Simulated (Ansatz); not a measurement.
**C₈H₁₆O: small, medium and large basis sets**

The task here is to estimate one member of a computed series from the others.

Computed with Ansatz 0.2.0, Gaussian basis. Level: one geometry, several basis sets.

Plan: PBE0-D4/def2-SVP; ωB97M-V/def2-SVP; PBE0-D4/def2-QZVPP; ωB97M-V/def2-QZVPP; the functionals' def2-TZVPP values are taken from earlier runs.

## The geometry

An earlier PBE0-D4 in a triple-zeta def2 set relaxation fixed the geometry.

25 atoms, charge 0, spin multiplicity 1.

Atoms are counted from 1 here; the program's logs count them from 0.

Bond lengths: C1–C2 1.526 Å, C1–H10 1.093 Å, C1–H11 1.092 Å, C1–H12 1.093 Å, C2–C3 1.526 Å, C2–C4 1.523 Å, C2–H13 1.090 Å, C3–H14 1.093 Å, C3–H15 1.092 Å, C3–H16 1.093 Å, C4–O5 1.208 Å, C4–C6 1.538 Å, C6–C7 1.531 Å, C6–C8 1.523 Å, C6–C9 1.531 Å, C7–H17 1.094 Å, C7–H18 1.090 Å, C7–H19 1.093 Å and more. Angles: C2–C1–H10 111.7°, C2–C1–H11 110.0°, C2–C1–H12 110.3°, H10–C1–H11 108.1°, H10–C1–H12 108.0°, H11–C1–H12 108.7°, C1–C2–C3 111.2°, C1–C2–C4 108.9°, C1–C2–H13 108.9°, C3–C2–C4 108.8°, C3–C2–H13 108.9°, C4–C2–H13 110.1°, C2–C3–H14 110.3°, C2–C3–H15 110.0°, C2–C3–H16 111.7°, H14–C3–H15 108.7°, H14–C3–H16 108.0°, H15–C3–H16 108.1° and more.

The first run:

Contents of in.yaml:

```yaml
crystal:
  periodic: [false, false, false]
  atoms:
    - {symbol: C, position_ang: [0.938463, -1.080206, -2.169094]}
    - {symbol: C, position_ang: [0.442669, -1.208076, -0.732032]}
    - {symbol: C, position_ang: [-0.298926, -2.524278, -0.519159]}
    - {symbol: C, position_ang: [-0.506411, -0.055131, -0.432968]}
    - {symbol: O, position_ang: [-1.512208, 0.062781, -1.091340]}
    - {symbol: C, position_ang: [-0.222203, 0.965094, 0.682251]}
    - {symbol: C, position_ang: [-1.410749, 0.914804, 1.645436]}
    - {symbol: C, position_ang: [1.068703, 0.712280, 1.449647]}
    - {symbol: C, position_ang: [-0.164015, 2.343410, 0.018734]}
    - {symbol: H, position_ang: [1.504785, -0.157745, -2.320685]}
    - {symbol: H, position_ang: [0.091658, -1.075046, -2.857873]}
    - {symbol: H, position_ang: [1.589325, -1.920657, -2.421473]}
    - {symbol: H, position_ang: [1.299358, -1.172992, -0.058525]}
    - {symbol: H, position_ang: [0.349010, -3.368448, -0.766582]}
    - {symbol: H, position_ang: [-1.182761, -2.563160, -1.158605]}
    - {symbol: H, position_ang: [-0.624674, -2.641756, 0.517549]}
    - {symbol: H, position_ang: [-1.474561, -0.054241, 2.148250]}
    - {symbol: H, position_ang: [-2.344294, 1.084295, 1.108343]}
    - {symbol: H, position_ang: [-1.300256, 1.685086, 2.413353]}
    - {symbol: H, position_ang: [1.188414, 1.479062, 2.219614]}
    - {symbol: H, position_ang: [1.064481, -0.257789, 1.953081]}
    - {symbol: H, position_ang: [1.948007, 0.759931, 0.802378]}
    - {symbol: H, position_ang: [-1.079339, 2.535842, -0.541569]}
    - {symbol: H, position_ang: [0.682521, 2.418413, -0.669535]}
    - {symbol: H, position_ang: [-0.046986, 3.118540, 0.780794]}
basis:
  gaussian: {orbitals: def2-SVP}
hamiltonian: {xc: pbe0, dispersion: d4}
output: {orbitals: {seedname: orbitals}}
```

The run is started by

```bash
> ansatz run in.yaml --threads 4 --pin off --events-out ev --progress --plain --max-ram 41984MiB --backend cpu
```

Among the steps run: PBE0-D4 in def2-SVP; ωB97M-V in def2-SVP; PBE0-D4 in def2-QZVPP; ωB97M-V in def2-QZVPP.

One of the session's tables, all rows but one given; the rest of the session is left out.

It belongs to the step «Density functionals: the series». 

| functional | basis | HOMO (eV) | LUMO (eV) |
| --- | --- | --- | --- |
| PBE0-D4 | def2-SVP | -6.83 | -0.34 |
| PBE0-D4 | def2-TZVPP | -6.91 | -0.47 |
| PBE0-D4 | def2-QZVPP | ? | ? |
| ωB97M-V | def2-SVP | -9.19 | 1.93 |
| ωB97M-V | def2-TZVPP | -9.28 | 1.73 |
| ωB97M-V | def2-QZVPP | -9.29 | 1.51 |

Q: Estimate the row for PBE0-D4, def2-QZVPP from the others.

**Answer.** HOMO (eV): -6.93; LUMO (eV): -0.50. In the column «HOMO (eV)» it lies between ωB97M-V, def2-SVP (-9.19) and PBE0-D4, def2-TZVPP (-6.91).
